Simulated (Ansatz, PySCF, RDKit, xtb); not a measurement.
# SnNH3F+: a search for the lowest isomer

Given the formula SnNH3F+ (charge +1) and nothing else, which arrangement of the atoms is the most stable in the gas at 298.15 K, and what are its properties?

Plan: many cheap relaxations first (GFN2-xTB), then density-functional screening, relaxation at r2SCAN-D4/def2-SVP, vibrations and a final energy. The numbers are computed, not measured.

6 further runs of the same task are left out: 6 set aside as unsound or not needed.

## (1) Possible bonding patterns

All bonding patterns within simple valence rules are listed by program: one Lewis structure each, at most two rings and one unusual centre or charged pair. O–O, O–halogen and N–halogen bonds and N–N–N chains are not drawn. That gives 3 candidates.

```
label           SMILES     spin
 c426    [NH3+][Sn][F]  singlet
 c536  [NH2+]=[SnH][F]  singlet
 c690    [NH3+][Sn][F]  triplet
```

Candidates are built by distance geometry, with a force field where one applies, in up to four conformers (letters a to d). 8 starts with atoms placed at random are added, to find patterns that the rules miss.

**Question.** With final energies at CCSD(T)/def2-TZVPP, which structure will this search put lowest in free energy, and by what margin?

| quantity | value |
| --- | --- |
| lowest structure found | [NH3+][Sn][F], singlet, Cs |
| next finalist | [NH2+]=[SnH][F], singlet, 56.3 kcal/mol higher in G |
| share at equilibrium, among the finalists | 100.0 % |
| harmonic wavenumbers, lowest and highest (r2SCAN-D4/def2-SVP) | 99 and 3540 cm⁻¹ |
| rotational constants, same geometry | 0.2654, 0.1874, 0.1118 cm⁻¹ |
| HOMO energy (PBE0/def2-TZVPD) | -14.10 eV |
| LUMO energy (PBE0/def2-TZVPD) | -8.05 eV |
| HOMO–LUMO gap (PBE0/def2-TZVPD) | 6.05 eV |
| lowest excitation (TD-PBE0/def2-SVPD) | 5.02 eV (f = 0.071) |
| strongest of the states computed, same level | 7.14 eV (f = 0.334) |
| lowest triplet excitation, same level, Tamm-Dancoff | 3.65 eV |
| vertical ionisation energy | 16.42 eV |
| vertical recombination energy (electron added) | 6.02 eV |
| vertical triplet less singlet | +3.69 eV |

The lowest structure found is `[NH3+][Sn][F]`. Among the finalists first place is clear (56.3 kcal/mol); structures outside the list aren't covered. GFN2-xTB, HF/STO-3G, r2SCAN-D4/def2-SVP, r2SCAN-D4/def2-SVP, relaxed, HF/def2-TZVPP and MP2/def2-TZVPP already put its bonding pattern lowest among the structures in one piece. Spin-orbit coupling, which matters for elements this heavy, is left out. Lowest found is not proven lowest: the search is finite, and each finalist counts with one conformer. Patterns outside the rules of the enumeration were met only by chance.
